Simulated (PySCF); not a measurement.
# RuOCl₂: triplet, from a T-shaped (ligand arrangement 1) start

Aim: relax RuOCl₂ as a triplet from a T-shaped (ligand arrangement 1) start, check by its vibrations whether the end is a minimum, and collect its spectrum and constants.

Method: PBE0, basis Ru def2-TZVP with ECP28, O def2-TZVP, Cl def2-TZVP, scalar-relativistic core potentials, no spin–orbit coupling, density fitting; program: PySCF 2.14.0.

## Step 1: The starting structure

4 atoms, charge 0, spin multiplicity 3.

Bond lengths: Ru1–O2 1.710 Å, Ru1–Cl3 2.240 Å, Ru1–Cl4 2.240 Å. Angles: O2–Ru1–Cl3 88.0°, O2–Ru1–Cl4 176.0°, Cl3–Ru1–Cl4 88.0°.

Coordinates in bohr (charge 0 multiplicity 3):
```
Ru    0.0000    0.0000    0.0000
O    -3.2295    0.0000    0.1128
Cl    0.0000    0.0000    4.2330
Cl    4.2303    0.0000    0.1478
```

## Step 2: Finding the electronic state

One driver script runs all steps and calls PySCF; scf.py shows how it sets up the SCF of each step. The optimiser is the driver's own. After this first run the driver tries any further starts and a stability analysis.

The input, scf.py:

```python
from pyscf import gto, scf, dft
mol = gto.M(atom='''
Ru     0.000000     0.000000     0.000000
O     -1.709000     0.000000     0.059700
Cl     0.000000     0.000000     2.240000
Cl     2.238600     0.000000     0.078200''',
    basis={'Ru': 'def2-TZVP', 'O': 'def2-TZVP', 'Cl': 'def2-TZVP'},
    ecp={'Ru': 'def2-TZVP'},
    charge=0, spin=2)
mf = dft.UKS(mol, xc='PBE0')
mf.grids.atom_grid = (50, 194)
aux = {'Ru': 'def2-universal-JKFIT', 'O': 'def2-universal-JKFIT', 'Cl': 'def2-universal-JKFIT'}
mf = mf.density_fit(auxbasis=aux)
mf.conv_tol = 1e-08
mf.diis_space = 10
mf.max_cycle = 60
mf.init_guess = 'minao'
mf.verbose = 4
mf.kernel()
```

On the command line:

```sh
> OMP_NUM_THREADS=4 python axn.py task.json out
```

The log of the run:

```text
init E= -1082.35704003048
[... the frontier-level lines of each cycle are left out ...]
cycle= 1 E= -1089.43027178781  delta_E= -7.07  |g|=  1.3  |ddm|= 3.32
cycle= 2 E= -1082.47064264403  delta_E= 6.96  |g|= 3.35  |ddm|= 6.13
cycle= 3 E= -1090.042990696  delta_E= -7.57  |g|= 0.572  |ddm|= 5.97
cycle= 4 E= -1089.6248507985  delta_E= 0.418  |g|= 1.17  |ddm|= 0.821
cycle= 5 E= -1090.17889463607  delta_E= -0.554  |g|= 0.0632  |ddm|= 0.554
cycle= 6 E= -1090.18003199762  delta_E= -0.00114  |g|= 0.0653  |ddm|= 0.108
cycle= 7 E= -1090.18233195925  delta_E= -0.0023  |g|= 0.0226  |ddm|= 0.0527
cycle= 8 E= -1090.18286010708  delta_E= -0.000528  |g|= 0.0154  |ddm|= 0.0425
cycle= 9 E= -1090.18305287675  delta_E= -0.000193  |g|= 0.00666  |ddm|= 0.0236
cycle= 10 E= -1090.18310525567  delta_E= -5.24e-05  |g|= 0.00302  |ddm|= 0.0102
cycle= 11 E= -1090.18313397892  delta_E= -2.87e-05  |g|= 0.00262  |ddm|= 0.00939
cycle= 12 E= -1090.18315458012  delta_E= -2.06e-05  |g|= 0.00173  |ddm|= 0.00674
cycle= 13 E= -1090.1831881228  delta_E= -3.35e-05  |g|= 0.00114  |ddm|= 0.0163
cycle= 14 E= -1090.18319560675  delta_E= -7.48e-06  |g|= 0.000507  |ddm|= 0.00699
cycle= 15 E= -1090.18319877183  delta_E= -3.17e-06  |g|= 0.000561  |ddm|= 0.00608
cycle= 16 E= -1090.18319932922  delta_E= -5.57e-07  |g|= 0.000185  |ddm|= 0.00214
cycle= 17 E= -1090.18319945026  delta_E= -1.21e-07  |g|= 0.000112  |ddm|= 0.0011
cycle= 18 E= -1090.18319946969  delta_E= -1.94e-08  |g|= 2.95e-05  |ddm|= 0.000398
cycle= 19 E= -1090.18319947309  delta_E= -3.39e-09  |g|= 1.59e-05  |ddm|= 0.000167
Extra cycle  E= -1090.18319947313  delta_E= -4.34e-11  |g|= 3.51e-05  |ddm|= 4.68e-05
converged SCF energy = -1090.18319947313  <S^2> = 2.0388951  2S+1 = 3.025819
```

This step, with its further starts and checks, needed 25 s of wall time on 4 threads of Intel Xeon Platinum 8488C (Sapphire Rapids), shared host.

The starts that the driver tried:

| start | energy (Eh) |
| --- | --- |
| the minimal-basis guess | -1090.183199 |
| a thermally smeared density | -1090.182216 |
| a smeared PBE density | -1090.183199 |

The first run landed in a state that is too high. Following the other starts and the instabilities gains 0.7 kJ/mol (-1090.18345 Eh), and the work goes on from there.

## Step 3: Relaxing the triplet from the T-shaped (ligand arrangement 1) start

The program finds Cs symmetry in the start, which this walk keeps. The walk stops when the largest gradient is under 0.0003 Eh/bohr and the energy has settled too.

scf.py: that of step 2 with these lines changed.

```diff
@@ -3,4 +3,4 @@
-Ru     0.000000     0.000000     0.000000
-O     -1.709000     0.000000     0.059700
-Cl     0.000000     0.000000     2.240000
-Cl     2.238600     0.000000     0.078200''',
+Ru    -0.271224     0.000000    -0.436654
+O     -1.980224     0.000000    -0.376954
+Cl    -0.271224     0.000000     1.803346
+Cl     1.967376     0.000000    -0.358454''',
@@ -17 +16,0 @@
-mf.init_guess = 'minao'
```

The optimiser's trace:

| step | energy (Eh) | change (kJ/mol) | largest symmetric gradient (Eh/bohr) |
| --- | --- | --- | --- |
| 0 | -1090.183450 | 0.00 | 0.03715 |
| 1 | -1090.193188 | -25.57 | 0.02769 |
| 2 | -1090.214640 | -81.89 | 0.03610 |
| 3 | -1090.220555 | -97.42 | 0.06133 |
| 4 | -1090.225216 | -109.66 | 0.05438 |
| 5 | -1090.235289 | -136.10 | 0.01906 |
| 6 | -1090.239554 | -147.30 | 0.01151 |
| 7 | -1090.240068 | -148.65 | 0.00672 |
| 8 | -1090.240157 | -148.88 | 0.00201 |
| 9 | -1090.240183 | -148.95 | 0.00160 |
| 10 | -1090.240206 | -149.01 | 0.00239 |
| 11 | -1090.240219 | -149.05 | 0.00140 |
| 12 | -1090.240221 | -149.05 | 0.00032 |
| 13 | -1090.240221 | -149.05 | 0.00005 |

The walk took 49 s.

Geometry (Å) and forces (eV/Å) at some steps:

```
step 0
Ru  -0.271   0.000  -0.437  -1.723   0.057   1.910
O   -1.980   0.000  -0.377   1.601  -0.033  -1.165
Cl  -0.271   0.000   1.803   0.083   0.002   0.015
Cl   1.967   0.000  -0.358   0.040  -0.026  -0.760
step 1
Ru  -0.285   0.000  -0.364  -0.107  -0.146   1.424
O   -1.950   0.000  -0.447  -0.066   0.081  -0.915
Cl  -0.275   0.000   1.858   0.033   0.004   0.141
Cl   1.955   0.000  -0.415   0.140   0.060  -0.649
step 7
Ru  -0.281   0.000   0.058   0.307   0.000   0.345
O   -1.636   0.000  -0.859  -0.340   0.000  -0.237
Cl  -0.369   0.000   2.264  -0.057   0.000  -0.013
Cl   1.731   0.000  -0.832   0.090   0.000  -0.096
step 13
Ru  -0.265   0.000   0.071   0.003   0.000   0.001
O   -1.625   0.000  -0.850  -0.001   0.000  -0.004
Cl  -0.399   0.000   2.274  -0.003   0.000   0.000
Cl   1.733   0.000  -0.864   0.002   0.000   0.003
```

It settles in C2v symmetry, 149.1 kJ/mol below the start, after 13 steps: Ru–Cl 2.206 Å (×2), Ru–O 1.642 Å; Cl–Ru–Cl 118.5°, Cl–Ru–O 120.7° (×2).

## Step 4: Hessian and properties

On the finer grid the gradient is checked again; gradients at displacements of ±0.02 bohr then give force constants and infrared intensities.

scf.py: that of step 3 with these lines changed.

```diff
@@ -3,4 +3,4 @@
-Ru    -0.271224     0.000000    -0.436654
-O     -1.980224     0.000000    -0.376954
-Cl    -0.271224     0.000000     1.803346
-Cl     1.967376     0.000000    -0.358454''',
+Ru    -0.230313     0.000000    -0.156380
+O     -1.589056     0.000000    -1.078950
+Cl    -0.366458     0.000000     2.045717
+Cl     1.766242     0.000000    -1.095281''',
@@ -11 +11 @@
-mf.grids.atom_grid = (50, 194)
+mf.grids.atom_grid = (75, 302)
@@ -14 +14 @@
-mf.conv_tol = 1e-08
+mf.conv_tol = 1e-10
```

The driver hands on the density of the step before, so the log starts near convergence.

Log of the central SCF (cycles and frontier levels):

```text
init E= -1090.240211744
[... the frontier-level lines of each cycle are left out ...]
cycle= 1 E= -1090.24021174297  delta_E= 1.03e-09  |g|= 5.17e-05  |ddm|= 4.7e-05
cycle= 2 E= -1090.24021173406  delta_E= 8.9e-09  |g|= 0.000154  |ddm|= 0.000121
cycle= 3 E= -1090.24021174381  delta_E= -9.75e-09  |g|= 3.23e-05  |ddm|= 8.65e-05
cycle= 4 E= -1090.24021174421  delta_E= -3.98e-10  |g|= 9.32e-07  |ddm|= 1.6e-05
cycle= 5 E= -1090.24021174421  delta_E= -4.09e-12  |g|= 8.41e-07  |ddm|= 2.43e-06
Extra cycle  E= -1090.24021174422  delta_E= -5e-12  |g|= 8.61e-07  |ddm|= 4.54e-06
converged SCF energy = -1090.24021174422  <S^2> = 2.0085977  2S+1 = 3.0057263
```

The whole step took 77 s.

Geometry: C2v; Ru–Cl 2.206 Å (×2), Ru–O 1.642 Å; Cl–Ru–Cl 118.7°, Cl–Ru–O 120.6° (×2).

Harmonic modes (main isotopes):

```csv
symmetry,ω (cm⁻¹),IR (km/mol)
a1,109,0.5
b1,141,10.4
b2,201,1.5
a1,401,17.7
b2,442,88.5
a1,1050,139
```

Every mode is real; the point is a minimum.

Constants and moments:

```yaml
Dipole_moment: 0.16 D
Highest_occupied_level: -7.86 eV
Lowest_empty_level: -4.68 eV
Rotational_constants: 0.1441, 0.06689, 0.04569 cm⁻¹
Zero-point_energy: 14.0 kJ/mol
Principal_polarisabilities: 37.5, 66.2, 82.3 bohr³
Atomisation_energy_without_zero-point_energy: 1135 kJ/mol
Principal_traceless_quadrupole_moments_about_the_centre_of_mass: -2.24, -2.23, 4.47 D Å
Entropy_at_298.15_K_and_1_bar_electronic_part_spin_only: 335.4 J/(mol K)
Heat_capacity_Cp_at_298.15_K: 70.3 J/(mol K)
Enthalpy_at_298.15_K_above_0_K: 16.60 kJ/mol
Rotational_symmetry_number: 2
Spin_squared_⟨S²⟩: 2.009
```

Populations by atom (charges in e):

```tsv
atom	Mulliken	Löwdin	polar tensor	spin (Mulliken)	Mayer order to Ru1
Ru1	1.15	0.12	1.54	1.65	–
O2	-0.46	-0.20	-0.61	0.34	1.82
Cl3,4	-0.34	0.04	-0.46	0.01	0.95
```

Mulliken populations on Ru1 (outside its core potential): s 2.34, p 6.24, d 6.25, f 0.02.

## Step 5: Outcome

| quantity | value |
| --- | --- |
| minimum | triplet, C2v |
| geometry | Ru–Cl 2.206 Å (×2), Ru–O 1.642 Å; Cl–Ru–Cl 118.7°, Cl–Ru–O 120.6° (×2) |
| wavenumbers (cm⁻¹) | 109 (a1), 141 (b1), 201 (b2), 401 (a1), 442 (b2), 1050 (a1) |
| dipole moment | 0.16 D |
| highest occupied, lowest empty level (either spin) | -7.86, -4.68 eV |
| polar-tensor charge of Ru1 | +1.54 e |
| zero-point energy | 14.0 kJ/mol |
| entropy at 298.15 K | 335.4 J/(mol K) |
| atomisation energy (no zero-point energy) | 1135 kJ/mol |
| ⟨S²⟩ | 2.009 |

From Cs at the start the molecule goes to a C2v minimum. In the infrared the band at 1050 cm⁻¹ (a1, stretch) leads. Most of the spin sits on Ru1 (Mulliken spin 1.65, against 2 for the whole molecule). Other starts or spin states, not run here, may lie lower. One determinant may miss the lowest occupation of an open d or f shell.

The search up to here took 2.5 min.
